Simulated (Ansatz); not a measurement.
# CH10AlNSi2: a ladder of functionals and wavefunction methods

An exercise on one series of results from a longer session: the logs are not shown, and one member is left open.

Computed with Ansatz 0.2.0, Gaussian basis. Level: functionals in def2-TZVPP, the program's frozen cores in correlated methods.

Plan: PBE-D4, r2SCAN-D4, PBE0-D4, B3LYP-D4, ωB97X-V, ωB97M-V, B2PLYP; CCSD(T)/def2-TZVPP; MP2/def2-QZVPP; extrapolation to the limit.

## The geometry

The geometry comes from an earlier relaxation with PBE0-D4 in a triple-zeta def2 set; it is a stationary point, not always the lowest conformer.

SMILES `[NH2][Al]([SiH3])[CH2][SiH3]`, 15 atoms, charge 0, spin multiplicity 1.

Atoms are counted from 1 here; the program's logs count them from 0.

Bond lengths: N1–Al2 1.769 Å, N1–H6 1.007 Å, N1–H7 1.008 Å, Al2–Si3 2.451 Å, Al2–C4 1.954 Å, Si3–H8 1.493 Å, Si3–H9 1.492 Å, Si3–H10 1.493 Å, C4–Si5 1.862 Å, C4–H11 1.095 Å, C4–H12 1.097 Å, Si5–H13 1.491 Å, Si5–H14 1.490 Å, Si5–H15 1.490 Å. Angles: Al2–N1–H6 124.8°, Al2–N1–H7 125.0°, H6–N1–H7 110.1°, N1–Al2–Si3 117.9°, N1–Al2–C4 117.7°, Si3–Al2–C4 124.5°, Al2–Si3–H8 111.4°, Al2–Si3–H9 112.7°, Al2–Si3–H10 111.6°, H8–Si3–H9 107.2°, H8–Si3–H10 106.5°, H9–Si3–H10 107.1°, Al2–C4–Si5 113.5°, Al2–C4–H11 109.9°, Al2–C4–H12 108.4°, Si5–C4–H11 109.6°, Si5–C4–H12 108.3°, H11–C4–H12 106.9° and more.

The first run:

in.yaml reads:

```yaml
crystal:
  periodic: [false, false, false]
  atoms:
    - {symbol: N, position_ang: [0.269846, 1.104739, 1.722409]}
    - {symbol: Al, position_ang: [-0.474889, 0.099270, 0.472336]}
    - {symbol: Si, position_ang: [-2.859371, 0.426219, 0.009776]}
    - {symbol: C, position_ang: [0.665262, -1.189706, -0.454305]}
    - {symbol: Si, position_ang: [2.284961, -0.471697, -1.026831]}
    - {symbol: H, position_ang: [-0.215964, 1.797773, 2.268397]}
    - {symbol: H, position_ang: [1.244416, 1.081292, 1.979038]}
    - {symbol: H, position_ang: [-3.091223, 0.807467, -1.414669]}
    - {symbol: H, position_ang: [-3.469184, 1.492347, 0.856224]}
    - {symbol: H, position_ang: [-3.641120, -0.823279, 0.245999]}
    - {symbol: H, position_ang: [0.129431, -1.614786, -1.309480]}
    - {symbol: H, position_ang: [0.878779, -2.018522, 0.232582]}
    - {symbol: H, position_ang: [3.068901, 0.023442, 0.140222]}
    - {symbol: H, position_ang: [2.051032, 0.686634, -1.935104]}
    - {symbol: H, position_ang: [3.137223, -1.451890, -1.757093]}
basis:
  gaussian: {orbitals: def2-TZVPP}
hamiltonian: {xc: pbe, dispersion: d4}
output: {forces: true, orbitals: {seedname: orbitals}}
```

Started as:

```bash
> ansatz run in.yaml --threads 2 --pin off --events-out ev --progress --plain --max-ram 22528MiB --backend cuda --devices 0, --max-vram 18GiB
```

Among the steps run: PBE-D4 (GGA); r2SCAN-D4 (meta-GGA); PBE0-D4 (hybrid); B3LYP-D4 (hybrid); ωB97X-V (range-separated); ωB97M-V (range-separated); B2PLYP (double hybrid); CCSD(T) in def2-TZVPP; MP2 in def2-QZVPP.

One table of the session follows, with a row left open; its other results are not shown here.

```
            method  atomisation energy (eV)
            PBE-D4                   49.895
         r2SCAN-D4                   49.948
           PBE0-D4                   49.570
          B3LYP-D4                        ?
           ωB97X-V                   50.335
           ωB97M-V                   50.078
            B2PLYP                   49.316
     HF/def2-TZVPP                   37.246
    MP2/def2-TZVPP                   48.673
   CCSD/def2-TZVPP                   48.230
CCSD(T)/def2-TZVPP                   48.757
           MP2/CBS                   49.986
       CCSD(T)/CBS                   50.069
```

**Question.** Estimate the row for B3LYP-D4.

The run gave: atomisation energy (eV): 50.012. In the column «atomisation energy (eV)» it lies between MP2/CBS (49.986) and CCSD(T)/CBS (50.069).
